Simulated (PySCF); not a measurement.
# A gas-phase reaction: BCl3 + BrH → BBrCl2 + ClH

What reaction energy should one expect for `ClB(Cl)Cl` + `Br` → `ClB(Cl)Br` + `Cl`?

Programs: PySCF 2.14.0. All values are calculated, for the isolated system unless a continuum is named. Atoms count from 0, parts from 1.

## 1. Starting point

Each species was relaxed by itself at PBE0-D3(BJ)/def2-SVPD.

## 2. Energies of the species: wB97M-D3(BJ)/def2-TZVPD

What the job is given:

```
{"job": {"kind": "react", "xc": "wB97M-D3(BJ)", "basis": "def2-TZVPD"}, "charge": 0, "multiplicity": 1}
-1 BCl3 charge 0 multiplicity 1
Cl     0.414220     1.608590    -0.512720
B      0.006170    -0.006590     0.002890
Cl    -1.662760    -0.509620     0.055240
Cl     1.267320    -1.118440     0.466120

-1 BrH charge 0 multiplicity 1
Br     0.714940     0.002000    -0.010300
H     -0.708660     0.000720     0.010090

+1 BBrCl2 charge 0 multiplicity 1
Cl    -0.273000    -0.818900     1.553010
B      0.031810    -0.010720     0.038260
Cl     1.673420     0.238380    -0.494360
Br    -1.418540     0.600860    -1.025180

+1 ClH charge 0 multiplicity 1
Cl     0.644630     0.001580    -0.009990
H     -0.643420     0.000310     0.010270
```

Method: wB97M-D3(BJ)/def2-TZVPD reaction energy of separated species, gas phase.

The run is started by

```console
$ OMP_NUM_THREADS=1 python cluster_run.py task.json out
```

The driver reads the jobs from task.json and runs them one after another.

**Question.** The jobs that follow are: PBE0-D3(BJ)/def2-TZVPD reaction energy of separated species, gas phase; MP2/def2-TZVPD reaction energy of separated species, gas phase. Predict: reaction energy (wB97M-D3(BJ)/def2-TZVPD); ΔH, ΔG at 298 K (xTB thermal terms). Thermal terms come from harmonic xTB runs on each species.

The runs gave:

| quantity | value |
| --- | --- |
| reaction energy (wB97M-D3(BJ)/def2-TZVPD) | 3.02 kcal/mol |
| ΔH, ΔG at 298 K (xTB thermal terms) | +3.2, +2.6 kcal/mol |
| range of the reaction energy over the runs of this table | 1.20 to 3.02 kcal/mol |

In words: The reaction is endothermic by 3.2 kcal/mol in the gas phase; dispersion gives -0.00, and xTB itself gave -0.79 for the electronic energy (xTB energies and thermal terms come from the earlier relaxation of each species, not shown). No barrier was sought. The reaction energy runs from 1.20 (MP2/def2-TZVPD) to 3.02 kcal/mol (wB97M-D3(BJ)/def2-TZVPD).
